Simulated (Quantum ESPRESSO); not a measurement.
The system is TaAs.

```
Ta As
1.0
    -1.72181    1.72181    5.86794
     1.72181   -1.72181    5.86794
     1.72181    1.72181   -5.86794
Ta As
2 2
Cartesian
  0.0000 0.0000 5.8676
  1.7218 0.0000 2.9336
  0.0000 0.0000 0.9698
  0.0000 1.7218 3.9037
```

The cell is a database's computed one.

Base run:

```yaml
Program: Quantum ESPRESSO 7.5
Functional: PBEsol
Potentials_or_basis: GBRV 1.5 PBEsol
Cutoff: 762 eV
Density_cutoff: 6095 eV
k_mesh: 11 × 11 × 11
Occupations: fermi-dirac, width 0.05 eV
Spin: no spin polarisation
Hubbard_terms: Ta d U = 8 eV
```

Its results: band gap on the k mesh none (metal or under the smearing width); pressure 2.6 GPa; largest force 0.126 eV/Å.

Task: The run is repeated on the same cell with these changes: hubbard terms from Ta d U = 8 eV to Ta d U = 5 eV. What comes out?

Result: Band gap on the k mesh none (metal or under the smearing width); pressure -0.1 GPa; largest force 0.023 eV/Å.

Caveats: U without spin polarisation on a metal has little footing; the U is typed as a test and isn't derived for this compound.

Not every run made on this cell is shown here.
